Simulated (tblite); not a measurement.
# H8N3Si3: the cost of one run

Programs: tblite 0.8.0 and PySCF 2.14.0. All values are calculated, for the isolated system unless a continuum is named. Atoms count from 0, parts from 1.

## 1. The system as given

14 atoms, charge -1, multiplicity 1; geometry: distance geometry start.

## 2. Relaxing the cluster with GFN2-xTB

What the job is given:

```
{"job": {"kind": "relax", "xc": "GFN2-xTB", "basis": "xTB"}, "charge": -1, "multiplicity": 1}
N      0.361924     1.747835    -0.021767
Si    -0.727911     1.245313     1.362150
N     -0.600699    -0.531472     1.610549
Si    -0.953592    -1.581514     0.178392
N      0.157631    -1.117973    -1.206753
Si     0.320231     0.682002    -1.509246
H      1.286482     2.068509     0.249143
H     -2.047388     1.592199     1.023978
H     -0.345125     1.940791     2.532041
H     -0.945879    -0.895790     2.503352
H     -0.707185    -2.956050     0.486847
H     -2.297957    -1.454012    -0.216701
H      1.007843    -1.664561    -1.297209
H     -0.393519     1.194210    -2.600123
```

Method: GFN2-xTB geometry optimisation, gas phase.

Started as:

```sh
$ OMP_NUM_THREADS=1 python cluster_run.py task.json out
```

This one command runs all jobs of the session in turn.

**Question.** How long does this first job take on 1 thread of Arm Neoverse V2, shared host?

About 2.6 s.
